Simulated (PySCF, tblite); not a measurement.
**C₆H₁₆Si₂: geometry, infrared bands and NMR shifts**

Wanted: the infrared bands and NMR shifts of C₆H₁₆Si₂ (`[SiH3]CC[SiH2]C1CCC1`), by calculation.

Programs: tblite 0.8.0 and PySCF 2.14.0, with density-fitted response routines of our own. Each step states its level of theory. These are calculated values for one molecule in the gas phase, unless marked as measured. Atoms are numbered from 0 throughout.

## 1. The molecule as given

24 atoms, charge 0, multiplicity 1; geometry from: force field or distance geometry start.

Bonds of the start (Å): Si0–C1 1.88, C1–C2 1.52, C2–Si3 1.86, Si3–C4 1.87, C4–C5 1.51, C5–C6 1.51, C6–C7 1.50, C7–C4 1.53, Si0–H8 1.47, Si0–H9 1.47, Si0–H10 1.48, C1–H11 1.13, C1–H12 1.08, C2–H13 1.12, C2–H14 1.10, Si3–H15 1.45, Si3–H16 1.47, C4–H17 1.11, C5–H18 1.10, C5–H19 1.10, C6–H20 1.10, C6–H21 1.11, C7–H22 1.10, C7–H23 1.12.

## 2. Optimising the geometry with GFN2-xTB

The job: settings as JSON, then the geometry in Å.

```
{"job": {"kind": "relax", "xc": "GFN2-xTB", "basis": "xTB"}, "charge": 0, "multiplicity": 1}
Si     4.127100    -0.426000     0.178700
C      2.467000    -0.580500    -0.679900
C      1.591700     0.543600    -0.158400
Si    -0.100800     0.527700    -0.928800
C     -1.477500     0.152700     0.278200
C     -2.337300    -1.040800    -0.082000
C     -3.538000    -0.171400     0.215200
C     -2.682500     1.017000    -0.097900
H      5.022300    -1.552200    -0.127200
H      4.781000     0.799700    -0.290600
H      3.856300    -0.367500     1.630600
H      2.019700    -1.554800    -0.317000
H      2.636600    -0.548500    -1.744700
H      2.091500     1.491900    -0.473000
H      1.548800     0.582000     0.938400
H     -0.091000    -0.376900    -2.066100
H     -0.366500     1.885300    -1.439000
H     -1.193500     0.236600     1.349500
H     -2.341800    -1.307400    -1.146000
H     -2.310300    -1.871700     0.640400
H     -4.412600    -0.342900    -0.437800
H     -3.854800    -0.279100     1.276400
H     -2.840200     1.921100     0.507900
H     -2.606900     1.281800    -1.186000
```

The run is started by

```
> OMP_NUM_THREADS=1 python probes_run.py task.json out
```

The driver reads the jobs from task.json and runs them one after another.

**Question.** This job is followed by: GFN2-xTB harmonic vibrations, gas phase; GIAO PBE0/pcSseg-1 NMR shielding, non-relativistic, gas phase. Predict these results of the whole session: strongest single infrared mode (GFN2-xTB); zero-point energy (GFN2-xTB); ¹³C shifts against TMS (PBE0/pcSseg-1, means over atoms taken as alike); ¹H shifts against TMS (PBE0/pcSseg-1, means over atoms taken as alike); ²⁹Si shifts against TMS (PBE0/pcSseg-1).

The runs gave:

| quantity | value |
| --- | --- |
| strongest single infrared mode (GFN2-xTB) | 2249 cm⁻¹, 433 km/mol |
| zero-point energy (GFN2-xTB) | 122.5 kcal/mol |
| ¹³C shifts against TMS (PBE0/pcSseg-1, means over atoms taken as alike) | 24.6, 21.2, 16.1, 11.5, 6.6 ppm |
| ¹H shifts against TMS (PBE0/pcSseg-1, means over atoms taken as alike) | 4.11, 3.82, 2.39, 2.35, 2.27, 2.11, 2.04, 0.71, 0.67 ppm |
| ²⁹Si shifts against TMS (PBE0/pcSseg-1) | -28.0, -66.5 ppm |

The optimisation took 206 steps and gained 0.721 eV; among the close pairs (by a distance rule), C2–Si3 changed most, from 1.860 to 1.904 Å. The lowest mode is imaginary (39i cm⁻¹), so the xTB geometry is not a minimum. Unscaled tight-binding wavenumbers are off by several per cent, some by more. Its intensities can rank the bands wrongly.
